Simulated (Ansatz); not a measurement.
# HfSi3B2: the cost of one run

Computed with Ansatz 0.2.0 (DFT PBE, scalar-relativistic, plane waves, PAW, unless a step's input says otherwise).

### Step 1. The starting structure

The structure is hexagonal, space group P6/mmm (No. 191). The conventional cell has a = 5.239 Å, b = 5.239 Å, c = 3.190 Å, α = 90.00°, β = 90.00°, γ = 120.00°. Hf (site symmetry 6/mmm) has 6 B at 3.02 Å and 12 Si at 3.07 Å and 2 Hf at 3.19 Å in its first shell of neighbours. Si (site symmetry mmm) is surrounded by 4 B at 2.20 Å and 4 Si at 2.62 Å and 4 Hf at 3.07 Å. B (site symmetry -6m2) has 6 Si at 2.20 Å and 3 B at 3.02 Å and 3 Hf at 3.02 Å in its first shell of neighbours.

Coordinates:

```cif
data_structure
_symmetry_space_group_name_H-M 'P 1'
_symmetry_Int_Tables_number 1
_cell_length_a 5.2388
_cell_length_b 5.2388
_cell_length_c 3.1900
_cell_angle_alpha 90.000
_cell_angle_beta 90.000
_cell_angle_gamma 120.000
_cell_volume 75.82
loop_
_atom_site_label
_atom_site_type_symbol
_atom_site_fract_x
_atom_site_fract_y
_atom_site_fract_z
_atom_site_occupancy
Hf1 Hf 0.00000 0.00000 0.00000 1
Si1 Si 0.50000 0.00000 0.50000 1
Si2 Si 0.50000 0.50000 0.50000 1
Si3 Si 0.00000 0.50000 0.50000 1
B1 B 0.33333 0.66667 0.00000 1
B2 B 0.66667 0.33333 0.00000 1
```

This is candidate A: ScCo3B2 type (P6/mmm, No. 191).

(A quick probe on a coarse mesh, which set the mesh and smearing, is not shown.)

### Step 3. A loose first relaxation (candidate A)

File input.yaml:

```yaml
crystal:
  lattice:
    - [5.2388273983, 0.0, 0.0]
    - [-2.6194136991, 4.5369576129, 0.0]
    - [0.0, 0.0, 3.1900156836]
  atoms:
    - { symbol: Hf, position: [0.0, 0.0, 0.0] }
    - { symbol: Si, position: [0.5, 0.0, 0.5] }
    - { symbol: Si, position: [0.5, 0.5, 0.5] }
    - { symbol: Si, position: [0.0, 0.5, 0.5] }
    - { symbol: B, position: [0.3333333333, 0.6666666667, 0.0] }
    - { symbol: B, position: [0.6666666667, 0.3333333333, 0.0] }
basis:
  ecutwfc: 420
kpoints:
  mp_grid: { grid: [6, 6, 6] }
hamiltonian:
  xc: pbe
scf:
  occupations: { method: gaussian, width: 0.1 }
  lower_state_search: "off"
output:
  forces: true
  stress: true
  eigenvalues: true
relax:
  adjacent_minimum: "off"
  f_tol: 0.04
  max_steps: 70
  cell: { stress_tol: 0.4 }
```

Command:

```
> ansatz run input.yaml --threads 1 --pin off --max-ram 2560MiB --backend cpu --events-out ev --progress --plain --runs-dir out
```

**Question.** How long does this run take on 1 thread of Arm Neoverse V2, shared host, and how much memory does it need?

About 21 s, with a peak of 0.38 GiB.
